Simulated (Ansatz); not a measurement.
# InH3Se3: basis-set convergence

Aim: see how fast density functionals converge with the basis set for InH3Se3.

Program: Ansatz 0.2.0, Gaussian basis. Level of theory: one geometry, several basis sets. These are calculated values, not measurements.

Levels to be run: PBE0-D4/def2-SVP; ωB97M-V/def2-SVP; PBE0-D4/def2-QZVPP; ωB97M-V/def2-QZVPP; the functionals' def2-TZVPP values are taken from earlier runs.

### 1 The relaxed structure

An earlier PBE0-D4 in a triple-zeta def2 set relaxation fixed the geometry. In takes the def2 core potential; no spin-orbit term is included.

SMILES `[SeH][In]([SeH])[SeH]`, 7 atoms, charge 0, spin multiplicity 1.

Atoms are counted from 1 here; the program's logs count them from 0.

Bond lengths: Se1–In2 2.500 Å, Se1–H5 1.470 Å, In2–Se3 2.500 Å, In2–Se4 2.500 Å, Se3–H6 1.470 Å, Se4–H7 1.469 Å. Angles: In2–Se1–H5 91.6°, Se1–In2–Se3 120.0°, Se1–In2–Se4 120.0°, Se3–In2–Se4 120.0°, In2–Se3–H6 91.6°, In2–Se4–H7 91.6°.

### 2 PBE0-D4 in def2-SVP

Contents of in.yaml:

```yaml
crystal:
  periodic: [false, false, false]
  atoms:
    - {symbol: Se, position_ang: [-2.431432, -0.138332, -0.533345]}
    - {symbol: In, position_ang: [0.008795, -0.014601, -0.005738]}
    - {symbol: Se, position_ang: [0.760068, 0.416215, 2.339128]}
    - {symbol: Se, position_ang: [1.697704, -0.323333, -1.822498]}
    - {symbol: H, position_ang: [-2.790426, 0.122387, 0.867577]}
    - {symbol: H, position_ang: [2.173388, 0.374067, 1.938901]}
    - {symbol: H, position_ang: [0.643204, -0.504303, -2.829826]}
basis:
  gaussian: {orbitals: def2-SVP}
hamiltonian: {xc: pbe0, dispersion: d4}
output: {orbitals: {seedname: orbitals}}
```

Command:

```sh
$ ansatz run in.yaml --threads 2 --pin off --events-out ev --progress --plain --max-ram 20480MiB --backend cpu
```

Further steps of the session: ωB97M-V in def2-SVP; PBE0-D4 in def2-QZVPP; ωB97M-V in def2-QZVPP.

Before running them: what should the planned runs give, taken together? Wanted: PBE0-D4: double and triple zeta above quadruple; ωB97M-V: double and triple zeta above quadruple.

As calculated:

| quantity | value |
| --- | --- |
| PBE0-D4: double and triple zeta above quadruple | 28.49, 4.16 eV |
| ωB97M-V: double and triple zeta above quadruple | 28.26, 4.03 eV |

PBE0-D4 gains 24.32 eV from double to triple zeta, then 4.16 eV more. Total energies overstate the basis error of differences, where much of it tends to cancel.
